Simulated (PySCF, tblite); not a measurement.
# C₂H₆BFN radical: geometry, infrared bands and EPR parameters

What infrared bands and EPR parameters should C₂H₆BFN radical (`NB[CH]CF`) show?

Programs: tblite 0.8.0 and PySCF 2.14.0, with density-fitted response routines of our own. Each step states its level of theory. These are calculated values for one molecule in the gas phase, unless marked as measured. Atoms count from 0, in the outputs and in this text.

**1. The starting structure**

11 atoms, charge 0, multiplicity 2; geometry from: force field or distance geometry start.

Bonds of the start (Å): N0–B1 1.55, B1–C2 1.59, C2–C3 1.53, C3–F4 1.38, N0–H5 1.04, N0–H6 1.04, B1–H7 1.17, C2–H8 1.09, C3–H9 1.09, C3–H10 1.12.

**2. Geometry optimisation with GFN2-xTB**

The job: settings as JSON, then the geometry in Å.

```
{"job": {"kind": "relax", "xc": "GFN2-xTB", "basis": "xTB"}, "charge": 0, "multiplicity": 2}
N      1.711900    -0.368400     0.111700
B      0.847600     0.909200     0.276200
C     -0.581400     0.571400     0.887500
C     -1.296900    -0.139700    -0.256200
F     -0.452300    -0.253600    -1.346600
H      1.247000    -1.211000     0.515800
H      1.921700    -0.484700    -0.904300
H      0.836300     1.701100    -0.591000
H     -0.517900     0.008000     1.814300
H     -2.153900     0.463000    -0.548300
H     -1.556800    -1.192700     0.015000
```

Run with:

```sh
$ OMP_NUM_THREADS=1 python probes_run.py task.json out
```

The driver reads the jobs from task.json and runs them one after another.

Standard output:

```text
step      E/eV     max force
  0    -438.42210    2.504
  1    -438.73010    1.681
  2    -438.96005    2.770
  3    -439.04911    0.954
  4    -439.09962    0.788
  5    -439.24943    0.946
  6    -439.29752    0.819
  7    -439.37410    0.637
  8    -439.44811    0.809
  9    -439.52406    0.827
 10    -439.58187    0.586
 11    -439.63026    0.576
 12    -439.66891    0.506
 13    -439.71668    0.668
 14    -439.76796    0.949
 15    -439.80964    1.097
 16    -439.85347    0.612
 17    -439.88759    0.586
 18    -439.90691    0.571
 19    -439.92620    0.359
 20    -439.93922    0.283
 21    -439.94799    0.196
 22    -439.95165    0.276
 23    -439.95513    0.188
 24    -439.95718    0.126
 25    -439.95871    0.114
 26    -439.95997    0.148
 27    -439.96153    0.176
 28    -439.96286    0.102
 29    -439.96396    0.103
 30    -439.96503    0.111
 31    -439.96698    0.206
 32    -439.97176    0.337
 33    -439.98400    0.478
 34    -439.99589    0.625
 35    -440.01604    0.469
 36    -440.06089    0.580
 37    -440.08643    0.452
 38    -440.10985    0.717
 39    -440.13253    0.411
 40    -440.14453    0.284
 41    -440.15641    0.410
 42    -440.15960    0.913
 43    -440.18056    0.441
 44    -440.19751    0.266
 45    -440.22241    0.473
 46    -440.24197    0.483
 47    -440.25613    0.433
 48    -440.27135    0.334
 49    -440.28865    0.256
 50    -440.29451    0.240
 51    -440.29390    0.520
 52    -440.30314    0.245
 53    -440.30626    0.129
 54    -440.31048    0.155
 55    -440.31284    0.175
 56    -440.31571    0.172
 57    -440.31891    0.140
 58    -440.32241    0.119
 59    -440.32455    0.094
 60    -440.32519    0.199
 61    -440.32579    0.054
 62    -440.32608    0.044
 63    -440.32650    0.056
 64    -440.32675    0.057
 65    -440.32707    0.074
 66    -440.32732    0.050
 67    -440.32753    0.031
 68    -440.32774    0.063
 69    -440.32799    0.080
 70    -440.32830    0.080
 71    -440.32864    0.065
 72    -440.32904    0.068
 73    -440.32962    0.099
 74    -440.33063    0.139
 75    -440.33225    0.151
 76    -440.33404    0.122
 77    -440.33585    0.115
 78    -440.33741    0.111
 79    -440.33827    0.112
 80    -440.33932    0.103
 81    -440.33997    0.082
 82    -440.34044    0.064
 83    -440.34085    0.065
 84    -440.34133    0.071
 85    -440.34167    0.056
 86    -440.34182    0.042
 87    -440.34197    0.030
 88    -440.34214    0.026
 89    -440.34220    0.017
 90    -440.34224    0.013
 91    -440.34225    0.013
 92    -440.34228    0.014
 93    -440.34231    0.017
 94    -440.34234    0.014
 95    -440.34236    0.011
 96    -440.34237    0.008
```

It took 0.36 s on 1 thread of Arm Neoverse V1, shared host.

Relaxation path: (not every step is listed)

| step | energy from step 0 (eV) | largest force (eV/Å) |
| --- | --- | --- |
| 0 | 0.0000 | 2.5040 |
| 1 | -0.3080 | 1.6811 |
| 2 | -0.5380 | 2.7704 |
| 3 | -0.6270 | 0.9543 |
| 4 | -0.6775 | 0.7882 |
| 5 | -0.8273 | 0.9460 |
| 6 | -0.8754 | 0.8189 |
| 7 | -0.9520 | 0.6368 |
| 8 | -1.0260 | 0.8094 |
| 16 | -1.4314 | 0.6119 |
| 24 | -1.5351 | 0.1257 |
| 32 | -1.5497 | 0.3373 |
| 40 | -1.7224 | 0.2836 |
| 48 | -1.8492 | 0.3341 |
| 56 | -1.8936 | 0.1715 |
| 64 | -1.9047 | 0.0567 |
| 72 | -1.9069 | 0.0678 |
| 80 | -1.9172 | 0.1026 |
| 88 | -1.9200 | 0.0258 |
| 91 | -1.9201 | 0.0129 |
| 92 | -1.9202 | 0.0143 |
| 93 | -1.9202 | 0.0175 |
| 94 | -1.9202 | 0.0139 |
| 95 | -1.9203 | 0.0109 |
| 96 | -1.9203 | 0.0082 |

Distances of close pairs at the start and the end, largest changes first:

| bond | before (Å) | after (Å) | change (Å) |
| --- | --- | --- | --- |
| N0–B1 | 1.551 | 1.395 | -0.156 |
| B1–C2 | 1.591 | 1.522 | -0.069 |
| C2–C3 | 1.525 | 1.478 | -0.047 |
| N0–H6 | 1.044 | 1.005 | -0.039 |
| N0–H5 | 1.044 | 1.006 | -0.038 |
| C3–H10 | 1.118 | 1.103 | -0.015 |
| C3–H9 | 1.088 | 1.102 | +0.015 |
| C3–F4 | 1.384 | 1.378 | -0.005 |

The end geometry stands in the next job.

**3. Vibrational analysis with GFN2-xTB**

The job: settings as JSON, then the geometry in Å.

```
{"job": {"kind": "ir", "xc": "GFN2-xTB", "basis": "xTB"}, "charge": 0, "multiplicity": 2}
N      1.707338    -0.228991    -0.404975
B      0.977942     0.634334     0.413011
C     -0.537022     0.543508     0.522835
C     -1.480402    -0.379179    -0.142483
F     -0.885762    -1.290734    -0.988439
H      1.283736    -0.952792    -0.960003
H      2.707467    -0.193826    -0.495650
H      1.559239     1.448944     1.027304
H     -1.071364     1.229131     1.168365
H     -2.211775     0.168780    -0.759109
H     -2.043974    -0.976505     0.593181
```

Standard output:

```text
mode    cm-1     km/mol
  1      72.0     22.12
  2     164.7      0.10
  3     197.3      7.14
  4     336.6      1.08
  5     472.3      3.29
  6     588.5    218.35
  7     624.1     22.74
  8     630.8      6.62
  9     803.3     31.36
 10     808.7      3.71
 11     879.2      4.18
 12     902.3     29.16
 13     972.5     44.68
 14    1087.1     47.16
 15    1144.6     46.11
 16    1188.7      5.29
 17    1287.8     26.35
 18    1306.5     62.46
 19    1359.6     25.37
 20    1406.2     15.77
 21    1527.6     58.26
 22    2600.6    201.11
 23    2820.7     27.49
 24    2855.4     38.39
 25    3055.1     46.86
 26    3497.7      5.30
 27    3539.7      0.71
```

Run time: 0.18 s. Hardware: 1 thread of Arm Neoverse V1, shared host.

Which atoms move in the most intense modes:

| cm⁻¹ | km/mol | atoms |
| --- | --- | --- |
| 588 | 218.3 | H5 41 %, H6 28 %, N0 22 % |
| 972 | 44.7 | C3 32 %, F4 29 %, H8 22 % |
| 1087 | 47.2 | H7 54 %, N0 16 %, B1 15 % |
| 1145 | 46.1 | H8 39 %, C3 23 % |
| 1306 | 62.5 | B1 33 %, H8 17 %, H10 12 %, H9 12 % |
| 1528 | 58.3 | H5 43 %, H6 39 %, N0 15 % |
| 2601 | 201.1 | H7 92 % |
| 3055 | 46.9 | H8 93 % |

**4. g tensor and hyperfine couplings: B3LYP/pcH-1**

The job, as its differences from that of step 3:

```diff
@@ -1,2 +1,2 @@
-{"job": {"kind": "ir", "xc": "GFN2-xTB", "basis": "xTB"}, "charge": 0, "multiplicity": 2}
+{"job": {"kind": "epr", "basis": "pcH-1"}, "charge": 0, "multiplicity": 2}
 N      1.707338    -0.228991    -0.404975
```

Level: UKS B3LYP, pcH-1 on B C F H N, non-relativistic, mean-field spin-orbit, GIAO.

Standard output:

```text
UKS, coarse grid
  cycle   1  E = -259.21434683  |g| = 4.27e-01
  cycle   2  E = -259.16060564  |g| = 6.07e-01
  cycle   3  E = -259.28584447  |g| = 7.29e-02
  cycle   4  E = -259.28802967  |g| = 3.28e-02
  cycle   5  E = -259.28857942  |g| = 1.03e-02
  cycle   6  E = -259.28862444  |g| = 4.10e-03
  cycle   7  E = -259.28863290  |g| = 1.33e-03
  cycle   8  E = -259.28863380  |g| = 5.10e-04
UKS, final grid
  cycle   1  E = -259.28862452  |g| = 5.21e-04
  cycle   2  E = -259.28862448  |g| = 6.17e-04
  cycle   3  E = -259.28862465  |g| = 8.15e-05
  cycle   4  E = -259.28862465  |g| = 2.20e-05
E = -259.28862465 Eh   <S^2> = 0.7550 (exact 0.7500)
g shifts (ppm)      1          2          3
  rmc          -143       -143       -143
  gc             -0         28         31
  oz_so         -34        731       1005
  total        -178        616        892
hyperfine (MHz)  atom isotope    a_iso     a_fc   dipolar eigenvalues
    0   14N       6.68       6.68     -7.56     -6.88     14.44
    1   11B     -25.67     -25.67     -4.51      1.81      2.70
    2   13C      63.36      63.36    -68.83    -67.66    136.49
    3   13C     -33.65     -33.65     -2.51      0.99      1.52
    4   19F      -8.09      -8.09     -5.92      0.06      5.86
    5    1H     -11.28     -11.28     -5.16     -4.08      9.24
    6    1H     -12.54     -12.54     -9.93     -2.81     12.74
    7    1H      -2.23      -2.23     -4.71     -3.75      8.47
    8    1H     -50.33     -50.33    -32.47     -1.21     33.68
    9    1H     109.56     109.56     -4.95     -3.19      8.14
   10    1H     109.86     109.86     -4.96     -3.18      8.14
```

Wall time 21 s (1 thread of Arm Neoverse V1, shared host); peak memory 0.63 GiB.

Principal g values 2.00214, 2.00293, 2.00321; g(iso) = 2.00276, against 2.00232 for a free electron.

Mean a(iso) over the nuclei that a row names, and the largest dipolar term of the row (other rows stand at the frozen geometry):

| nuclei | isotope | a(iso) (MHz) | a(iso) (G, at g = 2.0023) | largest dipolar term (MHz) |
| --- | --- | --- | --- | --- |
| H9, H10 | 1H | 109.7 | 39.1 | 8.1 |
| C2 | 13C | 63.4 | 22.6 | 136.5 |
| H8 | 1H | -50.3 | -18.0 | 33.7 |
| C3 | 13C | -33.7 | -12.0 | -2.5 |
| B1 | 11B | -25.7 | -9.2 | -4.5 |
| H5, H6 | 1H | -11.9 | -4.3 | 12.7 |
| F4 | 19F | -8.1 | -2.9 | -5.9 |
| N0 | 14N | 6.7 | 2.4 | 14.4 |
| H7 | 1H | -2.2 | -0.8 | 8.5 |

Mulliken spin populations:

| atom | value (e) |
| --- | --- |
| N0 | 0.14 |
| B1 | -0.01 |
| C2 | 0.91 |
| C3 | -0.08 |
| F4 | 0.00 |
| H5 | -0.01 |
| H6 | -0.01 |
| H7 | 0.00 |
| H8 | -0.04 |
| H9 | 0.04 |
| H10 | 0.04 |

In first order the couplings over 0.8 MHz of 1H, 11B, 19F, 14N give 864 distinct lines over 140.7 G, if the averaged nuclei exchange fast; the same motion can average rows kept apart here too.

The fields below are evaluated on a grid from the run's orbitals.

ELF in a plane through or near 9 of the atoms.

Ten even steps from ' ' (0.00) to '@' (1.00):
```
                                                        
                                                        
                  ..                                    
              ==##%%**::      ::++++..                  
            ##@@@@@@@@##    ::@@@@@@@@::                
          ::@@@@@@@@@@@@..  ==@@@@@@@@--                
          ..%%@@@@@@@@@@----**@@@@@@%%..                
            ..**@@@@##--==%%++==%%##::                  
                ::==++@@--@@::%%****....                
          ..::::--**==::--%%****@@##--==--..            
        ##@@@@@@##--**##::....======--##++::            
      ..%%@@@@@@%%--++**..    ::**==--==--..            
        ##@@@@%%**##@@@@==  ==##**##==..                
        ..====::::%%@@@@--..####**##**..                
                ..**@@%%....++##%%%%##::                
                  ::**++    ::==++++==..                
                                                        
                                                        
                                                        
                                                        
```
The map spans 10.6 Å across and 8.7 Å up, centred on the molecule. Atoms in the plane (x, y in Å): N0 (-1.7, -0.5), B1 (-1.0, 0.7), C2 (0.5, 0.8), C3 (1.5, -0.3), F4 (1.0, -1.6), H5 (-1.2, -1.4), H6 (-2.7, -0.6), H7 (-1.7, 1.7), H8 (1.0, 1.8).

log10 of the density (e/Å³) in the same plane.

Ten even steps from ' ' (-4.0) to '@' (2.1):
```
                                                        
                  ....                                  
            ......::::................                  
          ....::--------::::::------::....              
        ....::--========----====++====::::              
        ..::--==++****++====++****++==--::..            
        ..::--++++##****++++****##**++----::..          
        ..::--==++************##****++==--::....        
        ..::--==++**##@@****##@@****++====--::::        
      ..::--==++++****##********##****++++==--::..      
      ::--==++**##%%##**++++++****%%%%**++==--::..      
      ::--==**####%%##**++==++**********++==--::..      
      ::--==++******##**++++++######**++==--::::        
      ..::--====++******++++**##@@%%**====::::..        
        ..::----====++++====++**####++==--::..          
            ..::::----------==++++++==--::..            
                ..........::::------::..                
                              ......                    
                                                        
                                                        
```
The map spans 10.6 Å across and 8.7 Å up, centred on the molecule. Atoms in the plane (x, y in Å): N0 (-1.7, -0.5), B1 (-1.0, 0.7), C2 (0.5, 0.8), C3 (1.5, -0.3), F4 (1.0, -1.6), H5 (-1.2, -1.4), H6 (-2.7, -0.6), H7 (-1.7, 1.7), H8 (1.0, 1.8).

On the surface of density 0.002 e/bohr³ the electrostatic potential runs, from the 1st to the 99th percentile, from -0.89 V near F4 to 1.57 V near H6.

The spin density lies nearest to C2 59 %; N0 10 %; H8 8 %; B1 7 %.

**5. Summary of results**

| quantity | value |
| --- | --- |
| strongest single infrared mode (GFN2-xTB) | 588 cm⁻¹, 218 km/mol |
| zero-point energy (GFN2-xTB) | 51.6 kcal/mol |
| g(iso) (B3LYP) | 2.00276 |
| ⟨S²⟩ | 0.755 (exact 0.75) |
| largest a(iso) (averaged by class) | 1H on H9, H10, 109.7 MHz |
| potential on the surface of density 0.002 e/bohr³, 1st and 99th percentile | -0.89 V and 1.57 V |

In words: Relaxing lowered the energy by 1.920 eV in 96 steps; the close pair that moved most is N0–B1, from 1.551 to 1.395 Å. No mode is imaginary among the 27: a minimum at this level. The strongest single mode, at 588 cm⁻¹, is spread over several atoms, H5, H6, N0 among them. Unscaled tight-binding wavenumbers are off by several per cent, some by more. Its intensities can rank the bands wrongly. C2 carries the largest spin population, 0.91 e. The isotropic g lies 0.4 ppt above the free-electron value. These values are for one conformer; the search (at its own cheap level) found 2 more, at 0.01, 1.00 kcal/mol (those within 0.05 may be mirror or relabelled copies), and measured spectra average over such forms.
